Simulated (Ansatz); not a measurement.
# BBrFH: taking an electron away

An exercise on one series of results from a longer session: the logs are not shown, and one member is left open.

Program: Ansatz 0.2.0, Gaussian basis. Level of theory: unrestricted cation, the program's frozen cores in correlated methods. These are calculated values, not measurements.

The runs, in order: UKS PBE-D4/def2-TZVPP; UKS r2SCAN-D4/def2-TZVPP; UKS PBE0-D4/def2-TZVPP; UKS B3LYP-D4/def2-TZVPP; UKS wB97X-V/def2-TZVPP; UKS wB97M-V/def2-TZVPP; UKS B2PLYP/def2-TZVPP; UHF-CCSD(T)/def2-TZVPP; UHF-CCSD(T)/def2-QZVPP; extrapolation to the limit; then −ε(HOMO) from the neutral's earlier runs with LDA (SPW92), PBE-D4, revPBE-D4, BLYP-D4, r2SCAN-D4, B97M-V, PBE0-D4, B3LYP-D4, r2SCANh-D4, r2SCAN0-D4, HSE06-D4, BHLYP-D4, CAM-B3LYP-D4, LC-ωPBE, ωB97X-V, ωB97M-V.

## The relaxed structure

The geometry comes from an earlier relaxation with PBE0-D4 in a triple-zeta def2 set; it is a stationary point.

SMILES `FBBr`, 4 atoms, charge 0, spin multiplicity 1.

Atoms are counted from 1 here; the program's logs count them from 0.

Bond lengths: F1–B2 1.309 Å, B2–Br3 1.905 Å, B2–H4 1.190 Å. Angles: F1–B2–Br3 119.0°, F1–B2–H4 120.7°, Br3–B2–H4 120.3°.

Geometry (Å):

```
F     1.1216   -0.2768   -0.7743
B     0.1032   -0.1534    0.0381
Br   -1.0920    1.3122   -0.1944
H    -0.0773   -0.9423    0.9102
```

The first run:

The input, in.yaml:

```yaml
crystal:
  periodic: [false, false, false]
  atoms:
    - {symbol: F, position_ang: [1.121629, -0.276785, -0.774255]}
    - {symbol: B, position_ang: [0.103177, -0.153364, 0.038134]}
    - {symbol: Br, position_ang: [-1.091989, 1.312165, -0.194371]}
    - {symbol: H, position_ang: [-0.077317, -0.942317, 0.910191]}
basis:
  gaussian: {orbitals: def2-TZVPP}
total_charge: 1
magnetization: {spin_polarized: true, initial_magnetization: 1}
hamiltonian: {xc: pbe, dispersion: d4}
```

Command:

```
$ ansatz run in.yaml --threads 2 --pin off --events-out ev --progress --plain --max-ram 32768MiB --backend cpu
```

Steps of the session up to this table: Cation, UKS PBE-D4/def2-TZVPP; Cation, UKS r2SCAN-D4/def2-TZVPP; Cation, UKS PBE0-D4/def2-TZVPP; Cation, UKS B3LYP-D4/def2-TZVPP; Cation, UKS wB97X-V/def2-TZVPP; Cation, UKS wB97M-V/def2-TZVPP; Cation, UKS B2PLYP (frozen core)/def2-TZVPP; Cation, UHF-CCSD(T)/def2-TZVPP; Cation, UHF-CCSD(T)/def2-QZVPP.

One of the session's tables, all rows but one given; the rest of the session is left out.

Orbital estimates, from the neutral's runs:

```
  functional  −ε(HOMO) (eV)
 LDA (SPW92)           7.62
      PBE-D4           7.46
   revPBE-D4           7.40
     BLYP-D4           7.29
   r2SCAN-D4           7.79
      B97M-V           7.86
     PBE0-D4           8.78
    B3LYP-D4           8.51
  r2SCANh-D4           8.27
  r2SCAN0-D4           8.99
    HSE06-D4           8.38
    BHLYP-D4              ?
CAM-B3LYP-D4          10.12
     LC-ωPBE          11.54
     ωB97X-V          11.16
     ωB97M-V          11.02
```

Estimate the missing values for BHLYP-D4.

Worked estimate for «−ε(HOMO) (eV)». Against the share of exact exchange, BLYP-D4 (0, 7.29), B3LYP-D4 (0.2, 8.51) give a slope of 6.10 per unit share; at 0.5 the line stands at 10.34.

As computed: −ε(HOMO) (eV): 9.93. In «−ε(HOMO) (eV)» the line misses by +0.41.
